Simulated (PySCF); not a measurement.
**YO: from the state search to spectroscopic constants**

The task here is to estimate one member of a computed series from the others.

Method: Y def2-TZVPP with ECP28, O def2-TZVPP, scalar-relativistic core potentials; program: PySCF 2.14.0.

The first run:

The job is set up so:

* atoms: Y, O
* charge: 0
* basis: Y def2-TZVPP with ECP28, O def2-TZVPP
* Hamiltonian: scalar-relativistic core potentials
* basis functions: 87
* electrons treated: 19
* masses in u: 88.9058, 15.9949
* levels: PBE0, PBE, r²SCAN, BHandHLYP, PW91, BLYP, B3LYP, HSE06, HF, MP2, SCS-MP2, CCSD, CCSD(T)
* grid: 80 radial by 434 angular points
* occupations: held fixed by the projection of orbital angular momentum
* dissociation limit: Y + O, each in its ground configuration
* starting distance in angstrom: 2.065
* values of 2S to try: 1, 3, 5

On the command line:

```
> OMP_NUM_THREADS=1 python dia.py task.json out
```

Steps of the session up to this table: The job; The PBE0 curve of the state that the search chose; Excited determinants; PBE (GGA); r²SCAN (meta-GGA); BHandHLYP; PW91; BLYP; B3LYP (global hybrid GGA); HSE06 (range-separated hybrid); UHF (mean field); MP2 and coupled cluster.

One table of the session follows, with a row left open; its other results are not shown here.

It belongs to the step «The curves together». Energy (eV) from each level's lowest point:

| R (Å) | UHF | UHF-MP2 | UHF-SCS-MP2 | UHF-CCSD | UHF-CCSD(T) |
| --- | --- | --- | --- | --- | --- |
| 1.535 | 1.747 | 2.070 | 2.064 | n/a | n/a |
| 1.607 | 0.790 | 1.004 | 1.001 | 0.910 | 0.996 |
| 1.678 | 0.246 | 0.368 | 0.367 | 0.315 | 0.367 |
| 1.731 | 0.050 | 0.110 | 0.110 | 0.085 | 0.111 |
| 1.785 | 0.000 | 0.000 | 0.000 | 0.000 | 0.000 |
| 1.839 | 0.068 | 0.007 | 0.007 | 0.033 | 0.005 |
| 1.910 | ? | ? | ? | ? | ? |
| 1.999 | 0.765 | 0.512 | 0.523 | 0.612 | 0.493 |
| 2.106 | 1.463 | 1.361 | 1.456 | 1.242 | 1.087 |
| 2.249 | 2.339 | 3.322 | 3.559 | n/a | n/a |

**Question.** Estimate the row for R (Å) = 1.910.

Worked estimate for «UHF». A straight line through the neighbours (1.839, 0.068) and (1.999, 0.765) gives 0.068 + (0.765 − 0.068) × (1.910 − 1.839) / (1.999 − 1.839) = 0.377; a parabola fitted to 4 rows on both sides gives 0.322.

**Answer.** UHF: 0.303; UHF-MP2: 0.157; UHF-SCS-MP2: 0.159; UHF-CCSD: 0.217; UHF-CCSD(T): 0.151. In «UHF» the line misses by +0.074 and the parabola by +0.019.
